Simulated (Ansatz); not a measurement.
**Ge2H6Se: small, medium and large basis sets**

An exercise on one series of results from a longer session: the logs are not shown, and one member is left open.

Computed with Ansatz 0.2.0, Gaussian basis. Level: one geometry, several basis sets.

Levels to be run: PBE0-D4/def2-SVP; ωB97M-V/def2-SVP; PBE0-D4/def2-QZVPP; ωB97M-V/def2-QZVPP; the functionals' def2-TZVPP values are taken from earlier runs.

## The relaxed structure

An earlier PBE0-D4 in a triple-zeta def2 set relaxation fixed the geometry.

SMILES `[GeH3][Se][GeH3]`, 9 atoms, charge 0, spin multiplicity 1.

Atoms are counted from 1 here; the program's logs count them from 0.

Bond lengths: Ge1–Se2 2.354 Å, Ge1–H4 1.537 Å, Ge1–H5 1.534 Å, Ge1–H6 1.537 Å, Se2–Ge3 2.354 Å, Ge3–H7 1.537 Å, Ge3–H8 1.537 Å, Ge3–H9 1.534 Å. Angles: Se2–Ge1–H4 110.0°, Se2–Ge1–H5 106.0°, Se2–Ge1–H6 110.0°, H4–Ge1–H5 110.6°, H4–Ge1–H6 109.5°, H5–Ge1–H6 110.6°, Ge1–Se2–Ge3 95.5°, Se2–Ge3–H7 110.0°, Se2–Ge3–H8 110.0°, Se2–Ge3–H9 106.0°, H7–Ge3–H8 109.5°, H7–Ge3–H9 110.6°, H8–Ge3–H9 110.6°.

The first run:

in.yaml

```yaml
crystal:
  periodic: [false, false, false]
  atoms:
    - {symbol: Ge, position_ang: [0.630302, 0.380425, -1.583692]}
    - {symbol: Se, position_ang: [1.468089, -0.592462, 0.388933]}
    - {symbol: Ge, position_ang: [-0.543908, -0.417938, 1.597669]}
    - {symbol: H, position_ang: [-0.530936, -0.462911, -2.134406]}
    - {symbol: H, position_ang: [1.799774, 0.401557, -2.575515]}
    - {symbol: H, position_ang: [0.137791, 1.808079, -1.296866]}
    - {symbol: H, position_ang: [-1.652954, -1.214107, 0.891149]}
    - {symbol: H, position_ang: [-0.962404, 1.056860, 1.710835]}
    - {symbol: H, position_ang: [-0.257254, -1.006003, 2.984692]}
basis:
  gaussian: {orbitals: def2-SVP}
hamiltonian: {xc: pbe0, dispersion: d4}
output: {orbitals: {seedname: orbitals}}
```

Run with:

```bash
ansatz run in.yaml --threads 4 --pin off --events-out ev --progress --plain --max-ram 10444MiB
```

Steps of the session up to this table: PBE0-D4 in def2-SVP; ωB97M-V in def2-SVP; PBE0-D4 in def2-QZVPP; ωB97M-V in def2-QZVPP.

One table of the session follows, with a row left open; its other results are not shown here.

| functional | basis | HOMO (eV) | LUMO (eV) |
| --- | --- | --- | --- |
| PBE0-D4 | def2-SVP | -6.78 | -0.19 |
| PBE0-D4 | def2-TZVPP | -6.86 | -0.34 |
| PBE0-D4 | def2-QZVPP | ? | ? |
| ωB97M-V | def2-SVP | -8.86 | 1.68 |
| ωB97M-V | def2-TZVPP | -8.98 | 1.43 |
| ωB97M-V | def2-QZVPP | -8.98 | 1.03 |

Q: Estimate the row for PBE0-D4, def2-QZVPP from the others.

**Answer.** HOMO (eV): -6.87; LUMO (eV): -0.52. In the column «HOMO (eV)» it lies between ωB97M-V, def2-SVP (-8.86) and PBE0-D4, def2-TZVPP (-6.86).
